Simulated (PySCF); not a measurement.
**C3H8F2Si: electronic excitations and core binding energies**

Wanted: the electronic excitations and core binding energies of C3H8F2Si (`CCC[SiH](F)F`), by calculation.

Programs: PySCF 2.14.0, with density-fitted response routines of our own. Each step states its level of theory. These are calculated values for one molecule in the gas phase, unless marked as measured. Atoms count from 0, in the outputs and in this text.

## (1) The starting structure

14 atoms, charge 0, multiplicity 1; geometry from: GFN2-xTB.

Bonds of the start (Å): C0–C1 1.52, C1–C2 1.53, C2–Si3 1.89, Si3–F4 1.60, Si3–F5 1.60, C0–H6 1.09, C0–H7 1.09, C0–H8 1.09, C1–H9 1.09, C1–H10 1.09, C2–H11 1.09, C2–H12 1.09, Si3–H13 1.44.

## (2) TDDFT and polarisability: CAM-B3LYP/def2-SVPD

Job settings and geometry (Å):

```
{"job": {"kind": "uv", "xc": "CAM-B3LYP", "basis": "def2-SVPD", "nstates": 8, "ntriplets": 3}, "charge": 0, "multiplicity": 1}
C     -2.088115    -0.060720     0.037397
C     -0.650952    -0.306039     0.480116
C      0.350060     0.379334    -0.454339
Si     2.154370     0.078536     0.007416
F      2.485138    -1.485742    -0.081008
F      3.110671     0.683284    -1.126360
H     -2.784683    -0.547523     0.715775
H     -2.251881    -0.453930    -0.963726
H     -2.307538     1.004987     0.026275
H     -0.456876    -1.380246     0.497794
H     -0.517283     0.069679     1.496856
H      0.138477     1.450912    -0.468083
H      0.176093     0.021567    -1.473945
H      2.641841     0.545429     1.283666
```

Method: TDDFT CAM-B3LYP/def2-SVPD, vertical, gas phase, core orbitals frozen in the response.

Command:

```bash
$ OMP_NUM_THREADS=1 python probes_run.py task.json out
```

The driver reads the jobs from task.json and runs them one after another.

Output:

```text
coarse grid: 12016 points
cycle   1  E = -607.8470930919  dE =  4.299e-01  |g| = 7.095e-01  |ddm| = 5.026e+00
cycle   2  E = -607.8130696000  dE =  3.402e-02  |g| = 9.021e-01  |ddm| = 1.683e+00
cycle   3  E = -607.9413833363  dE = -1.283e-01  |g| = 5.391e-02  |ddm| = 7.150e-01
cycle   4  E = -607.9419076508  dE = -5.243e-04  |g| = 2.477e-02  |ddm| = 1.142e-01
cycle   5  E = -607.9420595593  dE = -1.519e-04  |g| = 4.635e-03  |ddm| = 3.498e-02
cycle   6  E = -607.9420648716  dE = -5.312e-06  |g| = 6.559e-04  |ddm| = 1.037e-02
final grid: 111736 points
cycle   7  E = -608.0259258056  dE = -2.568e-05  |g| = 3.420e-03  |ddm| = 4.995e-02
cycle   8  E = -608.0259259452  dE = -1.396e-07  |g| = 3.495e-03  |ddm| = 8.860e-03
cycle   9  E = -608.0259287227  dE = -2.777e-06  |g| = 3.304e-04  |ddm| = 3.721e-03
cycle  10  E = -608.0259287369  dE = -1.419e-08  |g| = 1.686e-04  |ddm| = 4.655e-04
cycle  11  E = -608.0259287420  dE = -5.175e-09  |g| = 2.128e-05  |ddm| = 2.059e-04
cycle  12  E = -608.0259287422  dE = -1.201e-10  |g| = 4.579e-06  |ddm| = 5.136e-05
converged SCF energy = -608.0259287422

Static polarisability (au): isotropic 60.568, principal 54.046 56.498 71.159

Singlet excitations
state   eV       nm        f      main configurations
  1   8.1802    151.6   0.00246   H->L+1 0.81
  2   8.5131    145.6   0.06662   H->L 0.73, H->L+2 0.11, H->L+3 0.09
  3   8.8602    139.9   0.00620   H->L+2 0.64, H->L 0.12
  4   9.1727    135.2   0.00149   H-1->L 0.91
  5   9.4305    131.5   0.00619   H-2->L 0.78, H->L+3 0.08
  6   9.5554    129.8   0.12406   H->L+3 0.43, H->L+4 0.33, H->L+2 0.08
  7   9.6395    128.6   0.02758   H->L+4 0.50, H->L+3 0.21
  8   9.6789    128.1   0.04245   H-1->L+1 0.76

Triplet excitations (Tamm-Dancoff, eV): 7.7760 8.0710 8.5703
```

Run time: 59 s. Hardware: 1 thread of Arm Neoverse N1, shared host; peak memory 0.86 GiB.

Frontier orbitals and where they lie:

```tsv
orbital	eV	atoms
HOMO−3	-12.30	H13 19 %, Si3 18 %, C0 15 %
HOMO−2	-11.45	C1 27 %, C0 19 %, C2 19 %
HOMO−1	-11.24	C1 28 %, C0 16 %, H9 12 %
HOMO	-10.35	C2 29 %, Si3 19 %, C0 11 %
LUMO	1.19	C0 18 %, C1 14 %, Si3 13 %
LUMO+1	1.37	Si3 30 %, H13 15 %, F5 14 %
LUMO+2	1.65	Si3 43 %, F4 15 %, H13 13 %
```

With each of the 8 states as a Gaussian band of 0.4 eV half-width at 1/e, the curve within the window shown has maxima at 145 nm (ε 2,900), 129 nm (ε 8,000) L/(mol cm). Beyond the last state computed it falls off for lack of states. The curve at chosen wavelengths:

```tsv
nm	ε (L/mol/cm)
124	3200
126	5761
127	6889
129	7965
130	7756
132	6155
133	5073
135	3120
136	2441
138	1809
140	1944
141	2168
143	2649
144	2811
146	2842
147	2704
149	2199
151	1563
152	1258
154	750
155	557
157	287
158	200
160	92
161	61
163	26
```

Ground-state properties from the same run:

```tsv
property	computed
dipole moment (D)	2.82
polarisability (Å³)	8.98
HOMO–LUMO gap (eV)	11.53
−ε(HOMO) (eV)	10.35
```

## (3) X-ray photoelectron lines: SCAN, X2C

The job, as its differences from that of step 2:

```diff
@@ -1,2 +1,2 @@
-{"job": {"kind": "uv", "xc": "CAM-B3LYP", "basis": "def2-SVPD", "nstates": 8, "ntriplets": 3}, "charge": 0, "multiplicity": 1}
+{"job": {"kind": "xps"}, "charge": 0, "multiplicity": 1}
 C     -2.088115    -0.060720     0.037397
```

Level: delta-SCF UKS SCAN, pcX-2 on the ionised atom, pcseg-1 elsewhere, spin-free X2C.

Output:

```text
ground state, core basis on atom 0 (C), 159 functions
  cycle   1  E = -608.91459252  |g| = 7.96e-01
  cycle   2  E = -608.72670570  |g| = 1.31e+00
  cycle   3  E = -609.03865519  |g| = 1.17e-01
  cycle   4  E = -609.04120733  |g| = 4.36e-02
  cycle   5  E = -609.04165044  |g| = 8.30e-03
  cycle   6  E = -609.04167081  |g| = 2.43e-03
  cycle   7  E = -609.04167046  |g| = 8.81e-04
  cycle   8  E = -609.04167066  |g| = 1.95e-04
  E(ground) = -609.07083115 Eh
hole in C 1s of atom 0
  cycle   1  E = -597.80094873  |g| = 1.50e+00
  cycle   2  E = -597.29429326  |g| = 1.71e+00
  cycle   3  E = -598.32213946  |g| = 2.98e-01
  cycle   4  E = -598.35386261  |g| = 7.60e-02
  cycle   5  E = -598.35580254  |g| = 3.86e-02
  cycle   6  E = -598.35645627  |g| = 1.07e-02
  cycle   7  E = -598.35648426  |g| = 7.51e-03
  cycle   8  E = -598.35650419  |g| = 1.62e-03
  cycle   9  E = -598.35650595  |g| = 7.12e-04
  cycle  10  E = -598.35650719  |g| = 4.66e-04
  E(ion) = -598.38515761 Eh   <S^2> = 0.7671   hole on atom = 1.000   binding energy = 290.772 eV
ground state, core basis on atom 1 (C), 159 functions
  cycle   1  E = -609.04298087  |g| = 5.92e-02
  cycle   2  E = -609.04292285  |g| = 2.59e-02
  cycle   3  E = -609.04299439  |g| = 2.01e-02
  cycle   4  E = -609.04308952  |g| = 9.93e-04
  cycle   5  E = -609.04309091  |g| = 3.30e-04
  E(ground) = -609.07184771 Eh
hole in C 1s of atom 1
  cycle   1  E = -597.78417688  |g| = 1.51e+00
  cycle   2  E = -597.12103640  |g| = 1.83e+00
  cycle   3  E = -598.30547240  |g| = 3.30e-01
  cycle   4  E = -598.34392479  |g| = 1.18e-01
  cycle   5  E = -598.34728946  |g| = 6.21e-02
  cycle   6  E = -598.34849959  |g| = 1.15e-02
  cycle   7  E = -598.34854624  |g| = 6.75e-03
  cycle   8  E = -598.34857009  |g| = 2.21e-03
  cycle   9  E = -598.34857286  |g| = 1.47e-03
  cycle  10  E = -598.34857502  |g| = 7.30e-04
  cycle  11  E = -598.34857477  |g| = 1.29e-04
  E(ion) = -598.37702003 Eh   <S^2> = 0.7694   hole on atom = 1.000   binding energy = 291.021 eV
ground state, core basis on atom 2 (C), 159 functions
  cycle   1  E = -609.04348097  |g| = 5.87e-02
  cycle   2  E = -609.04343027  |g| = 2.47e-02
  cycle   3  E = -609.04347215  |g| = 2.09e-02
  cycle   4  E = -609.04357599  |g| = 1.53e-03
  cycle   5  E = -609.04357614  |g| = 3.77e-04
  E(ground) = -609.07285989 Eh
hole in C 1s of atom 2
  cycle   1  E = -597.79134333  |g| = 1.51e+00
  cycle   2  E = -597.08436737  |g| = 1.85e+00
  cycle   3  E = -598.31021858  |g| = 3.65e-01
  cycle   4  E = -598.34724090  |g| = 2.17e-01
  cycle   5  E = -598.36164812  |g| = 5.61e-02
  cycle   6  E = -598.36262824  |g| = 1.15e-02
  cycle   7  E = -598.36267643  |g| = 6.64e-03
  cycle   8  E = -598.36270120  |g| = 1.21e-03
  cycle   9  E = -598.36270283  |g| = 7.44e-04
  cycle  10  E = -598.36270236  |g| = 6.26e-04
  cycle  11  E = -598.36270341  |g| = 8.83e-05
  E(ion) = -598.39115949 Eh   <S^2> = 0.7679   hole on atom = 1.000   binding energy = 290.664 eV
ground state, core basis on atom 3 (Si), 170 functions
  cycle   1  E = -609.15599693  |g| = 2.92e-01
  cycle   2  E = -609.15614958  |g| = 6.19e-02
  cycle   3  E = -609.15611727  |g| = 5.66e-02
  cycle   4  E = -609.15658192  |g| = 1.72e-02
  cycle   5  E = -609.15662756  |g| = 1.42e-03
  cycle   6  E = -609.15662875  |g| = 3.43e-04
  E(ground) = -609.14455056 Eh
hole in Si 1s of atom 3
  cycle   1  E = -540.17024044  |g| = 4.35e+00
  cycle   2  E = -539.87464103  |g| = 2.32e+00
  cycle   3  E = -540.64174546  |g| = 1.05e+00
  cycle   4  E = -541.14818467  |g| = 4.12e-01
  cycle   5  E = -541.19369168  |g| = 1.72e-01
  cycle   6  E = -541.20426012  |g| = 5.43e-02
  cycle   7  E = -541.20546582  |g| = 1.68e-02
  cycle   8  E = -541.20561255  |g| = 3.74e-03
  cycle   9  E = -541.20561898  |g| = 1.43e-03
  cycle  10  E = -541.20561834  |g| = 4.70e-04
  E(ion) = -541.20304315 Eh   <S^2> = 0.7520   hole on atom = 1.000   binding energy = 1848.783 eV
hole in Si 2p of atom 3
  cycle   1  E = -604.83830067  |g| = 1.24e+00
  cycle   2  E = -604.70834324  |g| = 1.16e+00
  cycle   3  E = -605.07516396  |g| = 4.29e-01
  cycle   4  E = -605.14262040  |g| = 1.16e-01
  cycle   5  E = -605.14600236  |g| = 4.32e-02
  cycle   6  E = -605.14678898  |g| = 1.71e-02
  cycle   7  E = -605.14692801  |g| = 3.90e-03
  cycle   8  E = -605.14693532  |g| = 1.06e-03
  cycle   9  E = -605.14693489  |g| = 4.02e-04
  E(ion) = -605.14617500 Eh   <S^2> = 0.7518   hole on atom = 1.003   binding energy = 108.801 eV
  2p3/2 = 108.659 eV   2p1/2 = 109.290 eV
ground state, core basis on atom 4 (F), 159 functions
  cycle   1  E = -609.08820529  |g| = 1.26e-01
  cycle   2  E = -609.08748950  |g| = 9.35e-02
  cycle   3  E = -609.08808068  |g| = 6.74e-02
  cycle   4  E = -609.08868372  |g| = 5.03e-03
  cycle   5  E = -609.08869051  |g| = 8.09e-04
  cycle   6  E = -609.08869037  |g| = 2.81e-04
  E(ground) = -609.12054256 Eh
hole in F 1s of atom 4
  cycle   1  E = -582.74412730  |g| = 2.58e+00
  cycle   2  E = -582.75862527  |g| = 2.09e+00
  cycle   3  E = -583.60372747  |g| = 3.09e-01
  cycle   4  E = -583.60951011  |g| = 2.47e-01
  cycle   5  E = -583.63052640  |g| = 3.87e-02
  cycle   6  E = -583.63079655  |g| = 2.22e-02
  cycle   7  E = -583.63104402  |g| = 3.73e-03
  cycle   8  E = -583.63105159  |g| = 1.22e-03
  cycle   9  E = -583.63105128  |g| = 4.12e-04
  E(ion) = -583.66939100 Eh   <S^2> = 0.7565   hole on atom = 1.000   binding energy = 692.561 eV
```

It took 1.9 min on 1 thread of Arm Neoverse N1, shared host; peak memory 0.62 GiB.

Binding energies by hole, beside the orbital energy of the ground state; the difference holds orbital relaxation and, for a density functional, its self-interaction error:

```tsv
hole	stands for	environment	ΔSCF (eV; 2p as the shell's mean)	−ε (eV)	⟨S²⟩
C1s on C0	C0	methyl carbon	290.77	273.5	0.767
C1s on C1	C1	sp3 CH2	291.02	274.0	0.769
C1s on C2	C2	sp3 CH2 bonded to Si	290.66	273.8	0.768
Si1s on Si3	Si3	silicon bonded to C, 2 F, H	1848.78	1795.0	0.752
Si2p on Si3	Si3	silicon bonded to C, 2 F, H	108.87	97.7	0.752
F1s on F4	F4, F5	fluorine bonded to Si	692.56	666.4	0.757
```

Each hole run stands for the others of its class of like atoms.

With the spin-orbit splitting: Si3 2p3/2 108.66, 2p1/2 109.29 eV. The table gives each 2p level as the mean over the whole 2p shell (two parts 2p3/2, one part 2p1/2), which differs a little from the single hole in the log.

## (4) Results

```
                                quantity                               value
    lowest singlet (CAM-B3LYP/def2-SVPD)         8.18 eV (152 nm), f = 0.002
brightest single state of those computed         state 6, 9.56 eV, f = 0.124
                          lowest triplet                             7.78 eV
        C1s binding energies, SCAN/pcX-2  C1 291.02, C0 290.77, C2 290.66 eV
       Si1s binding energies, SCAN/pcX-2                      Si3 1848.78 eV
       Si2p binding energies, SCAN/pcX-2                       Si3 108.87 eV
        F1s binding energies, SCAN/pcX-2                        F4 692.56 eV
```

What this shows: The lowest singlet, at 8.18 eV, is HOMO→LUMO+1 0.81 and is weak; of the 8 states computed, the strongest absorption comes from state 6 at 9.56 eV. The lowest triplet lies 0.40 eV below the lowest singlet (triplets in Tamm-Dancoff, singlets in full TDDFT). The C1s levels kept as sound span 0.36 eV, from C2 (sp3 CH2 bonded to Si) up to C1 (sp3 CH2).
